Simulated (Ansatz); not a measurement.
# TiN: the cost of one run

Computed with Ansatz 0.2.0 (DFT PBE, scalar-relativistic, plane waves, PAW, unless a step's input says otherwise).

## 1. The starting structure

The structure is cubic, space group Fm-3m (No. 225). Conventional cell: a = 4.238 Å, b = 4.238 Å, c = 4.238 Å, α = 90.00°, β = 90.00°, γ = 90.00°. Around Ti (site symmetry m-3m) lie 6 N at 2.12 Å. N (site symmetry m-3m) is surrounded by 6 Ti at 2.12 Å.

As a file:

```cif
data_structure
_symmetry_space_group_name_H-M 'Fm-3m'
_symmetry_Int_Tables_number 225
_cell_length_a 4.2380
_cell_length_b 4.2380
_cell_length_c 4.2380
_cell_angle_alpha 90.000
_cell_angle_beta 90.000
_cell_angle_gamma 90.000
_cell_volume 76.12
loop_
_atom_site_label
_atom_site_type_symbol
_atom_site_symmetry_multiplicity
_atom_site_Wyckoff_symbol
_atom_site_fract_x
_atom_site_fract_y
_atom_site_fract_z
_atom_site_occupancy
Ti1 Ti 4 a 0.00000 0.00000 0.00000 1
N1 N 4 b 0.00000 0.00000 0.50000 1
```

The runs take a perfect supercell of 54 atoms; the defect goes to fractional position (0.167, 0.167, 0.167).

## 2. The perfect supercell

File input.yaml:

```yaml
crystal:
  lattice:
    - [0.0, 6.357, 6.357]
    - [6.357, 0.0, 6.357]
    - [6.357, 6.357, 0.0]
  atoms:
    - { symbol: Ti, position: [0.0, 0.0, 0.0] }
    - { symbol: Ti, position: [0.0, 0.0, 0.333333] }
    - { symbol: Ti, position: [0.0, 0.0, 0.666667] }
    - { symbol: Ti, position: [0.0, 0.333333, 0.0] }
    - { symbol: Ti, position: [0.0, 0.333333, 0.333333] }
    - { symbol: Ti, position: [0.0, 0.333333, 0.666667] }
    - { symbol: Ti, position: [0.0, 0.666667, 0.0] }
    - { symbol: Ti, position: [0.0, 0.666667, 0.333333] }
    - { symbol: Ti, position: [0.0, 0.666667, 0.666667] }
    - { symbol: Ti, position: [0.333333, 0.0, 0.0] }
    - { symbol: Ti, position: [0.333333, 0.0, 0.333333] }
    - { symbol: Ti, position: [0.333333, 0.0, 0.666667] }
    - { symbol: Ti, position: [0.333333, 0.333333, 0.0] }
    - { symbol: Ti, position: [0.333333, 0.333333, 0.333333] }
    - { symbol: Ti, position: [0.333333, 0.333333, 0.666667] }
    - { symbol: Ti, position: [0.333333, 0.666667, 0.0] }
    - { symbol: Ti, position: [0.333333, 0.666667, 0.333333] }
    - { symbol: Ti, position: [0.333333, 0.666667, 0.666667] }
    - { symbol: Ti, position: [0.666667, 0.0, 0.0] }
    - { symbol: Ti, position: [0.666667, 0.0, 0.333333] }
    - { symbol: Ti, position: [0.666667, 0.0, 0.666667] }
    - { symbol: Ti, position: [0.666667, 0.333333, 0.0] }
    - { symbol: Ti, position: [0.666667, 0.333333, 0.333333] }
    - { symbol: Ti, position: [0.666667, 0.333333, 0.666667] }
    - { symbol: Ti, position: [0.666667, 0.666667, 0.0] }
    - { symbol: Ti, position: [0.666667, 0.666667, 0.333333] }
    - { symbol: Ti, position: [0.666667, 0.666667, 0.666667] }
    - { symbol: "N", position: [0.166667, 0.166667, 0.166667] }
    - { symbol: "N", position: [0.166667, 0.166667, 0.5] }
    - { symbol: "N", position: [0.166667, 0.166667, 0.833333] }
    - { symbol: "N", position: [0.166667, 0.5, 0.166667] }
    - { symbol: "N", position: [0.166667, 0.5, 0.5] }
    - { symbol: "N", position: [0.166667, 0.5, 0.833333] }
    - { symbol: "N", position: [0.166667, 0.833333, 0.166667] }
    - { symbol: "N", position: [0.166667, 0.833333, 0.5] }
    - { symbol: "N", position: [0.166667, 0.833333, 0.833333] }
    - { symbol: "N", position: [0.5, 0.166667, 0.166667] }
    - { symbol: "N", position: [0.5, 0.166667, 0.5] }
    - { symbol: "N", position: [0.5, 0.166667, 0.833333] }
    - { symbol: "N", position: [0.5, 0.5, 0.166667] }
    - { symbol: "N", position: [0.5, 0.5, 0.5] }
    - { symbol: "N", position: [0.5, 0.5, 0.833333] }
    - { symbol: "N", position: [0.5, 0.833333, 0.166667] }
    - { symbol: "N", position: [0.5, 0.833333, 0.5] }
    - { symbol: "N", position: [0.5, 0.833333, 0.833333] }
    - { symbol: "N", position: [0.833333, 0.166667, 0.166667] }
    - { symbol: "N", position: [0.833333, 0.166667, 0.5] }
    - { symbol: "N", position: [0.833333, 0.166667, 0.833333] }
    - { symbol: "N", position: [0.833333, 0.5, 0.166667] }
    - { symbol: "N", position: [0.833333, 0.5, 0.5] }
    - { symbol: "N", position: [0.833333, 0.5, 0.833333] }
    - { symbol: "N", position: [0.833333, 0.833333, 0.166667] }
    - { symbol: "N", position: [0.833333, 0.833333, 0.5] }
    - { symbol: "N", position: [0.833333, 0.833333, 0.833333] }
basis:
  ecutwfc: 420
  fft_grid_basis: typed
kpoints:
  mp_grid: { grid: [2, 2, 2] }
hamiltonian:
  xc: pbe
  pseudopotentials: { kind: paw }
scf:
  occupations: { method: gaussian, width: 0.05 }
output:
  forces: true
  stress: false
  eigenvalues: true
  bader: false
  write_density: true
  volumetric_format: npy
```

Launch:

```
> ansatz run input.yaml --threads 8 --pin off --max-ram 16384MiB --backend cpu --events-out ev --progress --plain --runs-dir out
```

**Question.** How long does this run take on 8 threads of Arm Neoverse V2, shared host, and how much memory does it need?

About 3.3 s, with a peak of 2.4 GiB.
